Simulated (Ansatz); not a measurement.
# CH3F4MoN: a ladder of functionals and wavefunction methods

One table from this session's results is given with a row withheld; the runs are named, their logs left out.

Method: functionals in def2-TZVPP, the program's frozen cores in correlated methods; program: Ansatz 0.2.0, Gaussian basis.

The runs, in order: LDA (SPW92), PBE-D4, revPBE-D4, BLYP-D4, r2SCAN-D4, B97M-V, PBE0-D4, B3LYP-D4, r2SCANh-D4, r2SCAN0-D4, HSE06-D4, BHLYP-D4, CAM-B3LYP-D4, LC-ωPBE, ωB97X-V, ωB97M-V, B2PLYP, PBE-QIDH; CCSD(T)/def2-SVP; CCSD(T)/def2-TZVPP; MP2/def2-QZVPP; extrapolation to the limit; RPA on PBE.

### The relaxed structure

An earlier PBE0-D4 in a triple-zeta def2 set relaxation fixed the geometry. Mo takes the def2 core potential; no spin-orbit term is included.

SMILES `C[N]=[Mo]([F])([F])([F])[F]`, 10 atoms, charge 0, spin multiplicity 1.

Atoms are counted from 1 here; the program's logs count them from 0.

Bond lengths: C1–N2 1.414 Å, C1–H8 1.093 Å, C1–H9 1.093 Å, C1–H10 1.093 Å, N2–Mo3 1.673 Å, Mo3–F4 1.853 Å, Mo3–F5 1.853 Å, Mo3–F6 1.853 Å, Mo3–F7 1.853 Å. Angles: N2–C1–H8 109.6°, N2–C1–H9 109.6°, N2–C1–H10 109.6°, H8–C1–H9 109.3°, H8–C1–H10 109.3°, H9–C1–H10 109.3°, C1–N2–Mo3 179.6°, N2–Mo3–F4 104.0°, N2–Mo3–F5 103.8°, N2–Mo3–F6 104.1°, N2–Mo3–F7 104.0°, F4–Mo3–F5 86.7°, F4–Mo3–F6 86.7°, F4–Mo3–F7 152.1°, F5–Mo3–F6 152.1°, F5–Mo3–F7 86.7°, F6–Mo3–F7 86.6°.

Geometry (Å):

```csv
atom,x (Å),y (Å),z (Å)
C1,0.4149,-1.7100,-0.0568
N2,0.0845,-0.3357,-0.0056
Mo3,-0.3014,1.2913,0.0450
F4,-2.1431,1.3203,-0.1581
F5,-0.2052,1.8248,-1.7270
F6,-0.6029,1.6268,1.8425
F7,1.3343,2.1316,0.2744
H8,-0.4343,-2.3053,0.2892
H9,1.2785,-1.9045,0.5847
H10,0.6579,-1.9904,-1.0853
```

The first run:

File in.yaml:

```yaml
crystal:
  periodic: [false, false, false]
  atoms:
    - {symbol: C, position_ang: [0.414896, -1.710048, -0.056849]}
    - {symbol: N, position_ang: [0.084497, -0.335733, -0.005625]}
    - {symbol: Mo, position_ang: [-0.301371, 1.291314, 0.045032]}
    - {symbol: F, position_ang: [-2.143055, 1.320281, -0.158103]}
    - {symbol: F, position_ang: [-0.205188, 1.824767, -1.726991]}
    - {symbol: F, position_ang: [-0.602922, 1.626775, 1.842472]}
    - {symbol: F, position_ang: [1.334280, 2.131630, 0.274372]}
    - {symbol: H, position_ang: [-0.434307, -2.305270, 0.289150]}
    - {symbol: H, position_ang: [1.278457, -1.904468, 0.584708]}
    - {symbol: H, position_ang: [0.657912, -1.990448, -1.085265]}
basis:
  gaussian: {orbitals: def2-TZVPP}
hamiltonian: {xc: lda}
output: {orbitals: {seedname: orbitals}}
```

Command:

```console
$ ansatz run in.yaml --threads 8 --pin off --events-out ev --progress --plain --max-ram 18278MiB
```

Steps of the session up to this table: LDA; PBE-D4 (GGA); revPBE-D4 (GGA); BLYP-D4 (GGA); r2SCAN-D4 (meta-GGA); B97M-V (meta-GGA); PBE0-D4 (hybrid); B3LYP-D4 (hybrid); r2SCANh-D4 (hybrid); r2SCAN0-D4 (hybrid); HSE06-D4 (hybrid); BHLYP-D4 (hybrid); CAM-B3LYP-D4 (range-separated); LC-ωPBE (range-separated); ωB97X-V (range-separated); ωB97M-V (range-separated); B2PLYP (double hybrid); PBE-QIDH (double hybrid).

One table of the session follows, with a row left open; its other results are not shown here.

It belongs to the step «Frontier levels by functional». 

```
  functional  HOMO (eV)  LUMO (eV)  gap (eV)
 LDA (SPW92)      -8.10      -4.73      3.37
      PBE-D4      -7.90      -4.47      3.43
   revPBE-D4      -7.82      -4.37      3.45
     BLYP-D4      -7.81      -4.40      3.41
   r2SCAN-D4      -8.27      -4.52      3.75
      B97M-V          ?          ?         ?
     PBE0-D4      -9.48      -3.76      5.73
    B3LYP-D4      -9.24      -4.01      5.24
  r2SCANh-D4      -8.86      -4.23      4.62
  r2SCAN0-D4      -9.74      -3.77      5.96
    HSE06-D4      -9.08      -4.14      4.94
    BHLYP-D4     -10.96      -2.84      8.12
CAM-B3LYP-D4     -10.90      -2.64      8.27
     LC-ωPBE     -12.19      -1.36     10.83
     ωB97X-V     -11.85      -1.45     10.40
     ωB97M-V     -11.78      -1.47     10.31
```

Q: Estimate the row for B97M-V from the others.

**Answer.** HOMO (eV): -8.35; LUMO (eV): -4.50; gap (eV): 3.85. In the column «HOMO (eV)» it lies between r2SCANh-D4 (-8.86) and r2SCAN-D4 (-8.27).
